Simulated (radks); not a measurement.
**Ionisation of Cl⁺: one atom, several choices of relativity**

An exercise on one series of results from a longer session: the logs are not shown, and one member is left open.

The numbers are computed with radks (a radial shooting solver on a logarithmic mesh, Libxc functionals) version 1 (Kohn-Sham, PBEsol, spin-unpolarised, spherical densities), except any that are marked as measured or tabulated.

## What is computed

| Item | Value |
| --- | --- |
| element | chlorine (Z = 17) |
| charge | +1 |
| electrons | 16 |
| configuration | [Ne] 3s2 3p4 |
| ion | Cl²⁺, [Ne] 3s2 3p3 |
| choices | non-relativistic; scalar-relativistic; Dirac, 2j+1 shares; Dirac, low j first; scalar-relativistic, finite nucleus; Dirac, 2j+1 shares, finite nucleus; Dirac, c × 10; Dirac, c × 3; Dirac, c × 0.85 |

Set-up of the first run:

Settings of this run:

```text
Z 17
configuration [Ne] 3s2 3p4
relativity non-relativistic
functional pbe_sol,pbe_sol
spin unpolarised
nucleus point
```

Launch:

```bash
$ python run_ks.py task.json out
```

All runs below come from this command, one after another.

Among the steps run: non-relativistic: Cl⁺.

One of the session's tables, all rows but one given; the rest of the session is left out.

It belongs to the step «non-relativistic: Cl⁺». Sizes of the orbitals, from the radial functions (bohr):

| level | <r> | outermost maximum (interpolated) | 90 % within | nodes |
| --- | --- | --- | --- | --- |
| 1s | ? | ? | ? | ? |
| 2s | 0.4468 | 0.364 | 0.698 | 1 |
| 2p | 0.4077 | 0.302 | 0.677 | 0 |
| 3s | 1.496 | 1.27 | 2.25 | 2 |
| 3p | 1.706 | 1.39 | 2.65 | 1 |

**Question.** Estimate the row for 1s.

The run gave: <r>: 0.09151; outermost maximum (interpolated): 0.0600; 90 % within: 0.163; nodes: 0. In the column «<r>» it is the lowest.

Limits of these values: Spin polarisation and multiplet splitting of open shells are left out at every level.
